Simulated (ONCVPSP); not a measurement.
# An ONCV potential for gadolinium, from input to tests

Do these settings give a usable potential? It is generated, then checked for transferability, scattering, ghosts and hardness.

The numbers are computed with ONCVPSP 4.0.1 (LDA (Perdew-Wang 92), scalar-relativistic, spin-unpolarised reference atom).

**1. The design**

The settings as typed:

```
element                 : gadolinium (Gd, Z = 64)
type                    : optimised norm-conserving Vanderbilt (ONCV)
frozen core             : [Kr] 4d10
valence charge          : 18
reference configuration : 4f7 5s2 5p6 5d1 6s1 (charge +1)
partial waves           : 5s+6s: rc 2.40 bohr, ncon 4, nbas 8, qcut 4.1 1/bohr, 2 projectors; 5p: rc 2.00 bohr, ncon 4, nbas 7, qcut 8.6 1/bohr, 2 projectors, debl 3.6 Ha; 5d: rc 3.60 bohr, ncon 3, nbas 8, qcut 3.7 1/bohr, 1 projector; 4f: rc 1.30 bohr, ncon 3, nbas 8, qcut 13.4 1/bohr, 2 projectors, debl 3.4 Ha
local potential         : polynomial inside 0.95 bohr (lpopt 5, dvloc0 2 Ha)
core correction         : polynomial model core, fcfact 0.55
```

The nodes and maxima of the atom's own shells, from an earlier all-electron run, set the scale for the radii.

All-electron outer shells of the reference configuration (LDA (PZ), scalar-relativistic, ld1.x):

| shell | level (eV) | outermost node (bohr) | outermost maximum (bohr) |
| --- | --- | --- | --- |
| 4d | -154.00 | 0.27 | 0.56 |
| 5s | -56.29 | 0.65 | 1.20 |
| 5p | -33.77 | 0.70 | 1.35 |
| 4f | -15.32 | – | 0.56 |
| 6s | -9.55 | 1.59 | 3.17 |
| 5d | -8.65 | 0.79 | 1.95 |
| 6p | -5.89 | 1.90 | 4.02 |

**2. Generation**

Contents of Gd.dat:

```
# ATOM AND REFERENCE CONFIGURATION
# atsym  z   nc   nv     iexc    psfile
  Gd 64.00    9    5  -001012      upf
#
#   n    l    f
    1    0    2.00
    2    0    2.00
    2    1    6.00
    3    0    2.00
    3    1    6.00
    3    2   10.00
    4    0    2.00
    4    1    6.00
    4    2   10.00
    4    3    7.00
    5    0    2.00
    5    1    6.00
    5    2    1.00
    6    0    1.00
#
# PSEUDOPOTENTIAL AND OPTIMIZATION
# lmax
    3
#
#   l,   rc,      ep,       ncon, nbas, qcut
    0    2.40    0.00    4    8    4.10
    1    2.00    0.00    4    7    8.60
    2    3.60    0.00    3    8    3.70
    3    1.30    0.00    3    8   13.40
#
# LOCAL POTENTIAL
# lloc, lpopt,  rc(5),   dvloc0
    4    5    0.95    2.00
#
# VANDERBILT-KLEINMAN-BYLANDER PROJECTORs
# l, nproj, debl
    0    2    3.20
    1    2    3.60
    2    1    2.90
    3    2    3.40
#
# MODEL CORE CHARGE
# icmod, fcfact, rcfact
    1    0.55    0.00
#
# LOG DERIVATIVE ANALYSIS
# epsh1, epsh2, depsh
   -4.00    5.00    0.02
#
# OUTPUT GRID
# rlmax, drl
    6.00    0.01
#
# TEST CONFIGURATIONS
# ncnf
    4
# nvcnf
#   n    l    f
    5
    4    3    7.00
    5    0    2.00
    5    1    6.00
    5    2    1.00
    6    0    2.00
#
    5
    4    3    7.00
    5    0    2.00
    5    1    6.00
    5    2    1.00
    6    0    0.00
#
    5
    4    3    7.00
    5    0    2.00
    5    1    6.00
    5    2    0.00
    6    0    0.00
#
    6
    4    3    7.00
    5    0    2.00
    5    1    6.00
    5    2    1.00
    6    0    0.00
    6    1    2.00
#
```

Launch:

```bash
$ oncvpsp.x < Gd.dat > Gd.out
```

Before running it: what results should come out? Wanted: cutoffs for 1 and 0.1 mHa per electron, occupied waves; bound ghosts; GHOST(+) flags; largest test error; largest phase difference near zero energy, channels read; rms error of d²Exc/dn², without and with the model core.

**Answer**, as computed:

| quantity | value |
| --- | --- |
| cutoffs for 1 and 0.1 mHa per electron, occupied waves | 74 Ha and 81 Ha |
| bound ghosts | s at -138.79 eV |
| GHOST(+) flags | p at 105 eV, d at 96 eV |
| largest test error (AE − PS) | +121 meV, for 4f7 5s2 5p6 5d0 6s0 |
| largest phase difference near zero energy, channels read | 0.398 rad |
| rms error of d²Exc/dn², without and with the model core | 7.02 and 2.21 mHa |

**Reading.** A bound ghost (s) makes it unfit for use: electrons can fall into a state that the atom doesn't have. The worst unpolarised test, 4f7 5s2 5p6 5d0 6s0, is off by 121 meV on 32.4 eV; by total energies transferability rates as poor. By its cutoff, 74 Ha for the looser tolerance, it is very hard. At the looser tolerance the 4f wave is the slowest; 5p needs 20 Ha. Near zero energy the largest phase difference among the channels read is 0.40 rad, in the d channel. The program also flags highly localised states, GHOST(+) (p, d). All of this concerns the isolated atom, not yet a solid.
